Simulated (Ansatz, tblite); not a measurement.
**The cluster Mg3N2+: one state, many levels**

One table from this session's results is given with a row withheld; the runs are named, their logs left out.

Method: as each input shows; program: Ansatz 0.2.0, Gaussian basis.

Plan: GFN1-xTB, GFN2-xTB, PBE-D4/def2-TZVP, r2SCAN-D4/def2-TZVP, HF/def2-TZVP, revPBE-D4/def2-TZVP, LC-ωPBE/def2-TZVP, HSE06-D4/def2-TZVP, ωB97M-V/def2-TZVP, PBE+5HF/def2-TZVP, PBE+10HF/def2-TZVP, PBE+15HF/def2-TZVP, PBE+35HF/def2-TZVP, PBE+50HF/def2-TZVP, PBE-D4/def2-SVP, PBE0-D4/def2-SVP, HF/STO-3G, HF/6-31G, B3LYP-D4/6-31G, CCSD(T)/def2-SVP, MP2/def2-TZVP, RPA/def2-TZVP.

**The structure**

The geometry is that of the doublet, from an earlier relaxation (PBE-D4/def2-SVP). At that level it is the lowest of the isomers that a small search found.

5 atoms, charge 1, spin multiplicity 2.

Bond lengths: Mg1–Mg3 2.937 Å, Mg1–N4 2.402 Å, Mg2–N4 2.256 Å, Mg2–N5 2.255 Å, Mg3–N5 2.402 Å, N4–N5 1.210 Å. Angles: Mg3–Mg1–N4 68.9°, N4–Mg2–N5 31.1°, Mg1–Mg3–N5 68.9°, Mg1–N4–Mg2 174.6°, Mg1–N4–N5 111.1°, Mg2–N4–N5 74.4°, Mg2–N5–Mg3 174.4°, Mg2–N5–N4 74.5°, Mg3–N5–N4 111.1°.

The ion is computed in the gas phase, without counter-ions or solvent.

PBE0-D4/def2-TZVP was run before; its log isn't repeated, and its numbers join the tables.

Set-up of the first run:

Tight binding, by tblite at 300 K electronic temperature and without a spin-polarisation term:

```python
tblite.interface.Calculator('GFN1-xTB', numbers, positions, charge=1, uhf=1).singlepoint()
```

Tight binding, by tblite at 300 K electronic temperature and without a spin-polarisation term:

```python
tblite.interface.Calculator('GFN2-xTB', numbers, positions, charge=1, uhf=1).singlepoint()
```

start.molden holds the orbitals of an earlier run on this state, given as this run's starting guess.

in.yaml

```yaml
crystal:
  periodic: [false, false, false]
  atoms:
    - {symbol: Mg, position_ang: [1.383641, -1.838723, 0.167420]}
    - {symbol: Mg, position_ang: [-2.555433, 0.610128, -0.200738]}
    - {symbol: Mg, position_ang: [2.068445, 1.017029, 0.103419]}
    - {symbol: N, position_ang: [-0.589313, -0.482391, -0.021636]}
    - {symbol: N, position_ang: [-0.307340, 0.693966, -0.048465]}
basis:
  gaussian: {orbitals: def2-TZVP, initial_orbitals: start.molden}
total_charge: 1
magnetization: {spin_polarized: true, initial_magnetization: 1}
hamiltonian: {xc: pbe, dispersion: d4}
scf: {omitted_lower_state_checks: [starts]}
output: {orbitals: {seedname: orbitals}}
```

On the command line:

```sh
> ansatz run in.yaml --threads 4 --pin off --events-out ev --progress --plain --max-ram 3916MiB
```

Among the steps run: PBE-D4/def2-TZVP; r2SCAN-D4/def2-TZVP; HF/def2-TZVP; revPBE-D4/def2-TZVP; LC-ωPBE/def2-TZVP; HSE06-D4/def2-TZVP; ωB97M-V/def2-TZVP; PBE+5HF/def2-TZVP; PBE+10HF/def2-TZVP; PBE+15HF/def2-TZVP; PBE+35HF/def2-TZVP; PBE+50HF/def2-TZVP; PBE-D4/def2-SVP; PBE0-D4/def2-SVP; HF/STO-3G; HF/6-31G; B3LYP-D4/6-31G; CCSD(T)/def2-SVP; MP2/def2-TZVP; RPA/def2-TZVP.

One table of the session follows, with a row left open; its other results are not shown here.

It belongs to the step «Levels side by side». 

| level | HOMO (eV) | gap (eV) |
| --- | --- | --- |
| HF/STO-3G | -5.69 | 9.12 |
| HF/6-31G | -10.36 | 6.80 |
| HF/def2-TZVP | -10.43 | 6.83 |
| PBE-D4/def2-SVP | -8.39 | 1.33 |
| PBE-D4/def2-TZVP | -8.36 | 1.26 |
| revPBE-D4/def2-TZVP | -8.28 | 1.14 |
| r2SCAN-D4/def2-TZVP | -8.42 | 1.59 |
| B3LYP-D4/6-31G | -8.87 | 2.20 |
| PBE0-D4/def2-SVP | -8.93 | 2.62 |
| PBE0-D4/def2-TZVP | -8.91 | 2.64 |
| HSE06-D4/def2-TZVP | -8.55 | 1.92 |
| LC-ωPBE/def2-TZVP | -10.73 | 6.26 |
| ωB97M-V/def2-TZVP | ? | ? |
| PBE+5HF/def2-TZVP | -8.48 | 1.57 |
| PBE+10HF/def2-TZVP | -8.58 | 1.87 |
| PBE+15HF/def2-TZVP | -8.69 | 2.12 |
| PBE+35HF/def2-TZVP | -9.13 | 3.17 |
| PBE+50HF/def2-TZVP | -9.49 | 3.97 |

Estimate the missing values for ωB97M-V/def2-TZVP.

The run gave: HOMO (eV): -10.40; gap (eV): 5.34. In the column «HOMO (eV)» it lies between HF/def2-TZVP (-10.43) and HF/6-31G (-10.36).

Caveats from the session: Doubts: state flagged by the program, spin contamination. Notes on CCSD(T)/def2-SVP: spin contamination, state flagged by the program.
